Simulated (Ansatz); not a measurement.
**C₂H₉O₂SbSi: one species, many methods**

The task here is to estimate one member of a computed series from the others.

Method: functionals in def2-TZVPP, the program's frozen cores in correlated methods; program: Ansatz 0.2.0, Gaussian basis.

The runs, in order: LDA (SPW92), PBE-D4, revPBE-D4, BLYP-D4, r2SCAN-D4, B97M-V, PBE0-D4, B3LYP-D4, r2SCANh-D4, r2SCAN0-D4, HSE06-D4, BHLYP-D4, CAM-B3LYP-D4, LC-ωPBE, ωB97X-V, ωB97M-V, B2PLYP, PBE-QIDH; CCSD(T)/def2-SVP; CCSD(T)/def2-TZVPP; MP2/def2-QZVPP; extrapolation to the limit; RPA on PBE.

**Structure used throughout**

All runs share one geometry, relaxed beforehand with PBE0-D4 in a triple-zeta def2 set. Sb takes the def2 core potential; no spin-orbit term is included.

15 atoms, charge 0, spin multiplicity 1.

Atoms are counted from 1 here; the program's logs count them from 0.

Bond lengths: C1–O2 1.407 Å, C1–H7 1.094 Å, C1–H8 1.097 Å, C1–H9 1.099 Å, O2–Sb3 1.969 Å, Sb3–Si4 2.587 Å, Sb3–O5 1.969 Å, Si4–H10 1.487 Å, Si4–H11 1.483 Å, Si4–H12 1.487 Å, O5–C6 1.407 Å, C6–H13 1.099 Å, C6–H14 1.094 Å, C6–H15 1.097 Å. Angles: O2–C1–H7 108.5°, O2–C1–H8 111.3°, O2–C1–H9 112.9°, H7–C1–H8 108.1°, H7–C1–H9 107.8°, H8–C1–H9 108.0°, C1–O2–Sb3 119.5°, O2–Sb3–Si4 89.2°, O2–Sb3–O5 99.6°, Si4–Sb3–O5 89.2°, Sb3–Si4–H10 109.4°, Sb3–Si4–H11 108.8°, Sb3–Si4–H12 109.4°, H10–Si4–H11 110.3°, H10–Si4–H12 108.7°, H11–Si4–H12 110.3°, Sb3–O5–C6 119.5°, O5–C6–H13 112.9° and more.

Set-up of the first run:

Input file in.yaml:

```yaml
crystal:
  periodic: [false, false, false]
  atoms:
    - {symbol: C, position_ang: [-1.586651, -1.452650, -1.156991]}
    - {symbol: O, position_ang: [-0.405787, -1.401661, -0.394261]}
    - {symbol: Sb, position_ang: [-0.277827, -0.140981, 1.112740]}
    - {symbol: Si, position_ang: [2.134811, -0.965477, 1.551559]}
    - {symbol: O, position_ang: [0.456232, 1.423922, 0.169902]}
    - {symbol: C, position_ang: [-0.420954, 2.368693, -0.392931]}
    - {symbol: H, position_ang: [-1.674146, -2.450868, -1.595314]}
    - {symbol: H, position_ang: [-1.564659, -0.721569, -1.974337]}
    - {symbol: H, position_ang: [-2.490243, -1.267601, -0.558819]}
    - {symbol: H, position_ang: [2.782105, -0.084207, 2.559920]}
    - {symbol: H, position_ang: [2.890515, -0.929459, 0.275741]}
    - {symbol: H, position_ang: [2.092390, -2.352132, 2.087879]}
    - {symbol: H, position_ang: [-1.340431, 2.501736, 0.194779]}
    - {symbol: H, position_ang: [0.090549, 3.334428, -0.437213]}
    - {symbol: H, position_ang: [-0.707801, 2.087125, -1.413454]}
basis:
  gaussian: {orbitals: def2-TZVPP}
hamiltonian: {xc: lda}
output: {orbitals: {seedname: orbitals}}
```

Run with:

```
$ ansatz run in.yaml --threads 2 --pin off --events-out ev --progress --plain --max-ram 32768MiB --backend cuda --devices 0, --max-vram 18GiB
```

Among the steps run: LDA; PBE-D4 (GGA); revPBE-D4 (GGA); BLYP-D4 (GGA); r2SCAN-D4 (meta-GGA); B97M-V (meta-GGA); PBE0-D4 (hybrid); B3LYP-D4 (hybrid); r2SCANh-D4 (hybrid); r2SCAN0-D4 (hybrid); HSE06-D4 (hybrid); BHLYP-D4 (hybrid); CAM-B3LYP-D4 (range-separated); LC-ωPBE (range-separated); ωB97X-V (range-separated); ωB97M-V (range-separated); B2PLYP (double hybrid); PBE-QIDH (double hybrid).

One table of the session follows, with a row left open; its other results are not shown here.

It belongs to the step «Orbital energies across the functionals». 

```
  functional  HOMO (eV)  gap (eV)
 LDA (SPW92)      -5.84      3.85
      PBE-D4          ?         ?
   revPBE-D4      -5.62      3.97
     BLYP-D4      -5.55      3.92
   r2SCAN-D4      -5.92      4.34
      B97M-V      -6.00      4.32
     PBE0-D4      -6.77      5.77
    B3LYP-D4      -6.59      5.39
  r2SCANh-D4      -6.33      5.02
  r2SCAN0-D4      -6.93      6.03
    HSE06-D4      -6.39      5.01
    BHLYP-D4      -7.72      7.53
CAM-B3LYP-D4      -7.99      7.95
     LC-ωPBE      -9.19     10.23
     ωB97X-V      -8.92      9.84
     ωB97M-V      -8.81      9.50
```

**Question.** Estimate the row for PBE-D4.

The run gave: HOMO (eV): -5.68; gap (eV): 3.93. In the column «HOMO (eV)» it lies between LDA (SPW92) (-5.84) and revPBE-D4 (-5.62).
